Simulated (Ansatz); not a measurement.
# C3H5B: the cost of one run

Program: Ansatz 0.2.0 through its Python package. Level of theory: PBE0/def2-SVP. These are calculated values, not measurements.

## 1. The system

Bond lengths: C1–B2 1.557 Å, B2–C3 1.481 Å, B2–C4 1.439 Å, C3–C4 1.340 Å, C1–H5 1.158 Å, C1–H6 1.167 Å, C1–H7 1.091 Å, C3–H8 1.109 Å, C4–H9 1.168 Å. Angles (14 of 15 angles, heavy atoms first): C1–B2–C3 150.2°, C1–B2–C4 155.1°, C3–B2–C4 54.6°, B2–C3–C4 61.1°, B2–C4–C3 64.3°, B2–C1–H5 109.4°, B2–C1–H6 109.4°, B2–C1–H7 114.2°, B2–C3–H8 145.8°, C4–C3–H8 152.4°, B2–C4–H9 147.2°, C3–C4–H9 148.1°, H5–C1–H6 104.5°, H5–C1–H7 110.1°.

No structure file is read: the coordinates are typed or built in the script.

## 2. The code

The input, c3h5b_opt.py:

```python
'''Minimum-energy structure of C3H5B.'''

import itertools

import ansatz as az
from ase.data import atomic_numbers, covalent_radii
import numpy as np

GEOMETRY = '''
C     0.40200    1.13570   -0.76940
B    -0.01450   -0.09290    0.09110
C     0.14390   -1.51980    0.45650
C    -0.81480   -0.80030    1.05580
H    -0.20070    1.13420   -1.75780
H     0.07410    2.11690   -0.22990
H     1.47060    1.19030   -0.98170
H     0.76840   -2.42990    0.35080
H    -1.74050   -0.78050    1.76740
'''

geometry = az.Crystal.molecule()
for line in GEOMETRY.strip().splitlines():
    symbol, *xyz = line.split()
    geometry = geometry.atom(symbol, [float(v) for v in xyz])

base = geometry.calculation().basis(gaussian='def2-SVP').functional('pbe0')
symbols = [site.symbol for site in geometry.cartesian_sites]
start = np.array([site.position_ang for site in geometry.cartesian_sites], dtype=float)
def progress(event):
    if event['event'] == 'relax_step':
        row = event['data']
        print(f'step {row["step"]:3d}  E = {row["lagrangian_ev"]:.6f} eV  largest force component {row["allowed_force_max_ev_ang"]:.4f} eV/A')


report = base.relax(force_tolerance=0.02).session().plan().execute(on_event=progress).report
end = np.array(report['positions_ang'])

print(f'E = {report["free_energy_ev"]:.6f} eV = {report["free_energy_ev"] / 27.211386246:.7f} Ha')
print('converged:', report['converged'], ' doubts:', report['published_state_doubts'] or 'none')

# pairs closer than 1.2 times the sum of covalent radii, before or after
radius = [covalent_radii[atomic_numbers[s]] for s in symbols]
span = lambda where, i, j: np.linalg.norm(where[i] - where[j])
bonded = [(i, j) for i, j in itertools.combinations(range(len(symbols)), 2) if min(span(start, i, j), span(end, i, j)) < 1.2 * (radius[i] + radius[j])]
print('pair        before    after (A)')
for i, j in bonded:
    print(f'{symbols[i]}{i}-{symbols[j]}{j}'.ljust(10), f'{span(start, i, j):8.4f} {span(end, i, j):8.4f}')

charges = report['charge_distribution']
dipole = np.array(charges['dipole_moment_e_ang']) * 4.803205
print('dipole (D): {:.3f} {:.3f} {:.3f}, length {:.3f}'.format(*dipole, np.linalg.norm(dipole)))
print('atom  Mulliken   Lowdin')
for symbol, m, l in zip(symbols, charges['mulliken_charges_e'], charges['lowdin_charges_e']):
    print(f'{symbol:4s} {m:9.3f} {l:8.3f}')
with open('c3h5b_opt.xyz', 'w') as handle:
    handle.write(f'{len(symbols)}\nrelaxed C3H5B\n')
    handle.writelines(f'{s:2s} {x:11.6f} {y:11.6f} {z:11.6f}\n' for s, (x, y, z) in zip(symbols, end))
```

## 3. What the engine is handed

The engine receives this input:

```yaml
crystal:
  periodic: [false, false, false]
  atoms:
    - { symbol: C, position_ang: [0.402, 1.1357, -0.7694] }
    - { symbol: B, position_ang: [-0.0145, -0.0929, 0.0911] }
    - { symbol: C, position_ang: [0.1439, -1.5198, 0.4565] }
    - { symbol: C, position_ang: [-0.8148, -0.8003, 1.0558] }
    - { symbol: H, position_ang: [-0.2007, 1.1342, -1.7578] }
    - { symbol: H, position_ang: [0.0741, 2.1169, -0.2299] }
    - { symbol: H, position_ang: [1.4706, 1.1903, -0.9817] }
    - { symbol: H, position_ang: [0.7684, -2.4299, 0.3508] }
    - { symbol: H, position_ang: [-1.7405, -0.7805, 1.7674] }
basis:
  gaussian:
    orbitals: def2-SVP
hamiltonian:
  xc: pbe0
relax:
  f_tol: 0.02
```

## 4. Running it

The run is started by

```bash
> python c3h5b_opt.py
```

Q: Estimate wall time and peak memory on 1 thread of Arm Neoverse V1, shared host.

About 17 s, with a peak of 0.22 GiB.
